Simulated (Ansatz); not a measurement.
# AlGaH: the cost of one run

The runs use Ansatz 0.2.0, Gaussian basis; def2-QZVPP, all electrons in the functionals, frozen cores in the correlation of double hybrids and RPA.

Plan: PBE, BLYP, r2SCAN, B97M-V, PBE0, B3LYP, wB97M-V, B2PLYP, at charge 0, quartet; charge 0, doublet; charge 0, sextet; charge 1, triplet; charge 1, quintet (not every functional at every point).

10 further runs of the same task are left out: 1 that didn't finish, 9 set aside as unsound or not needed.

## (1) The geometry

The geometry is a PBE0/def2-TZVP stationary point (not a proven minimum). No spin-orbit coupling is included. The filled d shell of Ga may be among the frozen orbitals whatever the setting's name suggests; the logs give the count.

3 atoms, charge 0, spin multiplicity 4.

Atoms are counted from 1 here; the program's logs count them from 0.

Bond lengths: Al1–Ga2 2.308 Å, Ga2–H3 1.559 Å. Angles: Al1–Ga2–H3 180.0°.

No dispersion term is added; B97M-V, wB97M-V hold VV10 nonlocal correlation. B3LYP takes the VWN-RPA correlation.

The geometry shown and the zero of energy belong to the point charge 0, quartet. The yardstick, RCCSD(T), and other wave-function levels (R restricted, U unrestricted, valence and pair active spaces) come from earlier runs.

## (2) PBE, charge 0, quartet

in.yaml

```yaml
crystal:
  periodic: [false, false, false]
  atoms:
    - {symbol: Al, position_ang: [0.000000, 0.000000, 2.058500]}
    - {symbol: Ga, position_ang: [0.000000, 0.000000, -0.249900]}
    - {symbol: H, position_ang: [0.000000, 0.000000, -1.808600]}
basis:
  gaussian: {orbitals: "def2-QZVPP.json"}
magnetization: {spin_polarized: true, initial_magnetization: 3}
hamiltonian: {xc: {name: PBE}}
output: {orbitals: {seedname: orbitals}}
```

Run with:

```console
$ ansatz run in.yaml --threads 1 --pin off --events-out ev --progress --plain --max-ram 2393MiB
```

**Question.** How long does this run take on 1 thread of Arm Neoverse V2, shared host?

About 6 s.
